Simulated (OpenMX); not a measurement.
The system is MnS.

```
Mn S
1.0
     0.00000    2.61225    2.61225
     2.61225    0.00000    2.61225
     2.61225    2.61225    0.00000
Mn S
1 1
Direct
  0.00000 0.00000 0.00000
  0.50000 0.50000 0.50000
```

Program: OpenMX 3.8.5. Alike in all runs: task single point; potentials or basis OpenMX 2013 PBE set, Mn6.0-s3p2d2, S7.0-s2p2d1f1, grid cutoff 400 Ry; spin collinear, ferromagnetic start; cell as given; k mesh 7 × 7 × 7; smearing fermi-dirac 0.05 eV.

Question: Order these runs on this cell by their pressure, lowest first.
A. level PBE
B. level PBE+D3
C. level PBE+D3(BJ)

Answer: C (-6.1 GPa), B (-4.0 GPa), A (-2.4 GPa).

Caveats: the basis of atomic orbitals isn't converged, which shifts pressures, moduli and gaps; a cell with one magnetic atom can't hold antiferromagnetic order, which such compounds often take; pairwise dispersion overbinds metals, which lowers pressure and volume (some runs).
